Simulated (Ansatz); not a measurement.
**UMP2/STO-3G run of GeH2Cl (SMILES [Cl][GeH2])**

Aim: the energy change on altering one bond length of GeH2Cl at UMP2/STO-3G, from 2 runs. 

Program for the calculation: Ansatz 0.2.0.

57 further runs of the same task are left out: 6 that didn't finish, 51 set aside as unsound or not needed.

## 1. The system as given

GeH2Cl has 4 atoms, charge 0, and is taken as a doublet. As SMILES, `[Cl][GeH2]`. The shape is that of a PBE0-D4/def2-TZVP optimisation.

Bond lengths: Cl1–Ge2 2.156 Å, Ge2–H3 1.546 Å, Ge2–H4 1.546 Å. Angles: Cl1–Ge2–H3 106.8°, Cl1–Ge2–H4 106.8°, H3–Ge2–H4 112.3°.

## 2. The energy at UMP2/STO-3G

File run.yaml:

```yaml
crystal:
  periodic: [false, false, false]
  atoms:
    - symbol: Cl
      position_ang: [-1.562900, 0.305200, 0.993500]
    - symbol: Ge
      position_ang: [0.106700, -0.451100, -0.141600]
    - symbol: H
      position_ang: [0.072700, 0.259600, -1.514200]
    - symbol: H
      position_ang: [1.383400, -0.113700, 0.662300]
basis:
  gaussian: {orbitals: STO-3G}
accuracy: high
total_charge: 0
correlation: {method: mp2, frozen_orbitals: {Cl: 5, Ge: 9, H: 0}}
magnetization: {spin_polarized: true, initial_magnetization: 1}
```

Command:

```
$ ansatz run run.yaml --threads 1 --pin off --max-ram 2610MiB --events-out events.jsonl --progress --plain --runs-dir runs
```

Log:

```text
Warning: RAYON_NUM_THREADS=1 ignored (pool sized by the plan → 1); use --threads N
Functional definition: HF
  name "HF"
  exchange = exact_x
  correlation = 0
426 factors; integrals over basis functions are off by at most 4.7e-9 eV
mean field evaluation 1: about -68231.8598 eV, gradient 7.3e0 eV
mean field evaluation 2: about -68231.8895 eV, gradient 7.3e0 eV
mean field evaluation 4: about -68232.7072 eV, gradient 7.3e-1 eV
mean field evaluation 8: about -68232.7234 eV, gradient 9.6e-3 eV
mean field -68232.72343337 eV, -2507.5063363754 hartree, gradient 5.5e-8 eV, S^2 0.751586; 0 other end points of the search recorded, 0 dependent functions left out
14 core orbitals not correlated: weight in the atoms' cores, before any rotation towards them, 1.000 or more for the frozen orbitals, at most 0.000 for the correlated occupied ones
reference -68232.72343337 eV, -2507.5063363754 hartree; 12, 11 occupied and 3, 4 virtual orbitals, 426 factors
second order -0.89570773 eV of doubles, -0.00000000 eV of singles
Total energy: -68233.61914111 eV, -2507.5392530274 hartree
```

Run time: 0.3 s. Hardware: 1 thread of Arm Neoverse V1, shared host.

## 3. The distorted shape at the same level

File input.yaml:

```yaml
basis:
  gaussian:
    orbitals: STO-3G
crystal:
  periodic: [false, false, false]
  atoms:
    - {symbol: Cl, position_ang: [-1.554399, 0.127510, 1.336679]}
    - {symbol: Ge, position_ang: [0.115201, -0.628790, 0.201579]}
    - {symbol: H, position_ang: [0.072700, 0.259600, -1.514200]}
    - {symbol: H, position_ang: [1.391901, -0.291390, 1.005479]}
magnetization:
  spin_polarized: true
  initial_magnetization: 1
correlation:
  method: mp2
  frozen_orbitals: {Cl: 5, Ge: 9, H: 0}
accuracy: high
```

Command:

```
$ ansatz run input.yaml --threads 1 --pin off --max-ram 2610MiB --events-out events.jsonl --progress --plain --runs-dir runs
```

Log:

```text
Warning: RAYON_NUM_THREADS=1 ignored (pool sized by the plan → 1); use --threads N
Functional definition: HF
  name "HF"
  exchange = exact_x
  correlation = 0
423 factors; integrals over basis functions are off by at most 1.0e-8 eV
mean field evaluation 1: about -68230.0260 eV, gradient 8.1e0 eV
mean field evaluation 2: about -68230.0541 eV, gradient 8.1e0 eV
mean field evaluation 4: about -68231.1044 eV, gradient 9.0e-1 eV
mean field evaluation 8: about -68231.1271 eV, gradient 1.2e-2 eV
mean field evaluation 16: about -68230.7427 eV, gradient 2.5e0 eV
mean field -68231.12706624 eV, -2507.4476709653 hartree, gradient 1.8e-8 eV, S^2 0.763950; 2 other end points of the search recorded, 0 dependent functions left out
14 core orbitals not correlated: weight in the atoms' cores, before any rotation towards them, 1.000 or more for the frozen orbitals, at most 0.000 for the correlated occupied ones
reference -68231.12706624 eV, -2507.4476709653 hartree; 12, 11 occupied and 3, 4 virtual orbitals, 423 factors
second order -1.07167369 eV of doubles, -0.00000000 eV of singles
Total energy: -68232.19873993 eV, -2507.4870542472 hartree
```

It took 0.38 s on 1 thread of Arm Neoverse V1, shared host.

## 4. Results

Level: UMP2/STO-3G, 14 core orbitals frozen.

```
                                                          quantity           value
                                         first shape: total energy  -2507.53925 Eh
         first shape: correlation energy (14 core orbitals frozen)       -32.9 mEh
                    first shape: ⟨S²⟩ of the reference determinant           0.752
                                     distorted shape: total energy  -2507.48705 Eh
     distorted shape: correlation energy (14 core orbitals frozen)       -39.4 mEh
                distorted shape: ⟨S²⟩ of the reference determinant           0.764
energy change with the Ge2–H3 bond stretched from 1.546 to 1.933 Å        1.420 eV
```

What this shows: With the Ge2–H3 bond stretched from 1.546 to 1.933 Å the energy rises by 1.42 eV (33 kcal/mol). The first shape isn't relaxed at this level, so the change isn't measured from a minimum. The minimal basis adds a large error of its own.
